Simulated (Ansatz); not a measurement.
# ClH3OSn: the cost of one run

Program: Ansatz 0.2.0. Level of theory: RKS B3LYP/def2-SVP. These are calculated values, not measurements.

### 1 The starting structure

Bond lengths: Sn1–H2 1.740 Å, Sn1–O3 1.960 Å, O3–H4 1.010 Å, Sn1–H5 1.739 Å, Sn1–Cl6 2.408 Å. Angles: H2–Sn1–O3 109.4°, H2–Sn1–H5 109.5°, H2–Sn1–Cl6 109.5°, O3–Sn1–H5 109.5°, O3–Sn1–Cl6 109.5°, H5–Sn1–Cl6 109.5°, Sn1–O3–H4 109.5°.

Coordinates:

```xyz
6

Sn    0.0000    0.0000    0.0000
H     0.0000    0.0000    1.7400
O     1.8483    0.0000   -0.6527
H     2.1646   -0.9521   -0.7693
H    -0.8195    1.4198   -0.5794
Cl   -1.1351   -1.9666   -0.8025
```

### 2 Relaxing the start

Contents of input.yaml:

```yaml
crystal:
  periodic: [false, false, false]
  atoms:
    - { symbol: Sn, position_ang: [0.0, 0.0, 0.0] }
    - { symbol: H, position_ang: [0.0, 0.0, 1.74] }
    - { symbol: O, position_ang: [1.8483, 0.0, -0.6527] }
    - { symbol: H, position_ang: [2.1646, -0.9521, -0.7693] }
    - { symbol: H, position_ang: [-0.8195, 1.4198, -0.5794] }
    - { symbol: Cl, position_ang: [-1.1351, -1.9666, -0.8025] }
basis:
  gaussian: { orbitals: def2-SVP }
hamiltonian:
  xc: b3lyp
relax:
  f_tol: 0.02
  max_steps: 40
```

Started as:

```bash
$ ansatz run input.yaml --threads 1 --pin off --max-ram 2048MiB --backend cpu --events-out ev --progress --plain --runs-dir out
```

**Question.** How long does this run take on 1 thread of Arm Neoverse V2, shared host, and how much memory does it need?

About 23 s, with a peak of 0.15 GiB.
